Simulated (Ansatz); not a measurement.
# HBrCl (doublet): from Hartree-Fock to the top rungs at distance Cl1–H2 along a hydrogen transfer = 1.605 Å, cc-pVDZ

Aim: climb from Hartree-Fock through coupled cluster and multireference methods for HBrCl (doublet) at one geometry and basis, and see what each rung misses.

Computed with Ansatz 0.2.0, Gaussian basis. Level: cc-pVDZ, core rule «outside noble gas», up to 19 orbitals frozen.

The runs, in order: UHF; CCSD(T) on ROHF; CCSD(T) on UHF; BCCD(T) on ROHF; CISD; CCSDT(Q) on ROHF; CCSDT(Q) on UHF; CASSCF and MRCISD+Q, 3 electrons in 3 orbitals; CASSCF and NEVPT2, 3 electrons in 3 orbitals; CASSCF and MRCISD+Q, 15 electrons in 9 orbitals; CASSCF and NEVPT2, 15 electrons in 9 orbitals.

11 further runs of the same task are left out: 7 that didn't finish, 4 set aside as unsound or not needed.

### 1 What is computed

The geometry derives from fragments relaxed apart (PBE0/def2-TZVP) and kept rigid, so it is no stationary point. A hydrogen atom is moved between rigid fragments. No spin-orbit coupling is included. The filled d shell of Br may be among the frozen orbitals whatever the setting's name suggests; the logs give the count.

3 atoms, charge 0, spin multiplicity 2.

Atoms are counted from 1 here; the program's logs count them from 0.

Bond lengths: Cl1–H2 1.605 Å.

### 2 UHF

File in.yaml:

```yaml
crystal:
  periodic: [false, false, false]
  atoms:
    - {symbol: Cl, position_ang: [0.000000, 0.000000, -1.725333]}
    - {symbol: H, position_ang: [0.000000, 0.000000, -0.120333]}
    - {symbol: Br, position_ang: [0.000000, 0.000000, 1.845667]}
basis:
  gaussian: {orbitals: cc-pVDZ}
magnetization: {spin_polarized: true, initial_magnetization: 1}
hamiltonian: {xc: hf}
output: {orbitals: {seedname: orbitals}}
```

Run with:

```console
> ansatz run in.yaml --threads 1 --pin off --events-out ev --progress --plain --max-ram 2393MiB
```

Further steps of the session: CCSD(T) on ROHF; CCSD(T) on UHF; BCCD(T) on ROHF; CISD; CCSDT(Q) on ROHF; CCSDT(Q) on UHF; CASSCF and MRCISD+Q, 3 electrons in 3 orbitals; CASSCF and NEVPT2, 3 electrons in 3 orbitals; CASSCF and MRCISD+Q, 15 electrons in 9 orbitals; CASSCF and NEVPT2, 15 electrons in 9 orbitals.

Q: Predict the results of all the runs planned. Wanted: UCCSDT(Q) below the RHF energy; RMP2 from UCCSDT(Q); UMP2 from UCCSDT(Q); RCCSD from UCCSDT(Q); RCCSD(T) from UCCSDT(Q); UCCSD(T) from UCCSDT(Q); RCCSDT(Q) from UCCSDT(Q); NEVPT2 pair from UCCSDT(Q); MRCISD+Q pair from UCCSDT(Q).

The runs gave:

| quantity | value |
| --- | --- |
| UCCSDT(Q) below the RHF energy | -7.8087 eV |
| RMP2 from UCCSDT(Q) | +942.4 meV |
| UMP2 from UCCSDT(Q) | +955.5 meV |
| RCCSD from UCCSDT(Q) | +159.8 meV |
| RCCSD(T) from UCCSDT(Q) | +31.9 meV |
| UCCSD(T) from UCCSDT(Q) | +29.5 meV |
| RCCSDT(Q) from UCCSDT(Q) | +2.3 meV |
| NEVPT2 pair from UCCSDT(Q) | +901.8 meV |
| MRCISD+Q pair from UCCSDT(Q) | +33.7 meV |
| NEVPT2 valence from UCCSDT(Q) | +1572.3 meV |
| levels within 1 kcal/mol (43 meV) | RCCSD(T), UCCSD(T), BCCD(T), RCCSDT, UCCSDT, RCCSDT(Q), MRCISD+Q pair, MRCISD+Q valence |
| T1 diagnostic | 0.012 |
| effectively unpaired electrons | 1.01 |

**Reading.** RCCSD(T) lands +31.9 meV from the yardstick (0.4 % of the correlation energy). One determinant dominates. Of the multireference levels listed MRCISD+Q pair comes nearest in total energy (+33.7 meV), which doesn't show that its space is the better one. These misses are within one basis, not against nature; the frozen cores of restricted and unrestricted runs differ, which can shift their rows.
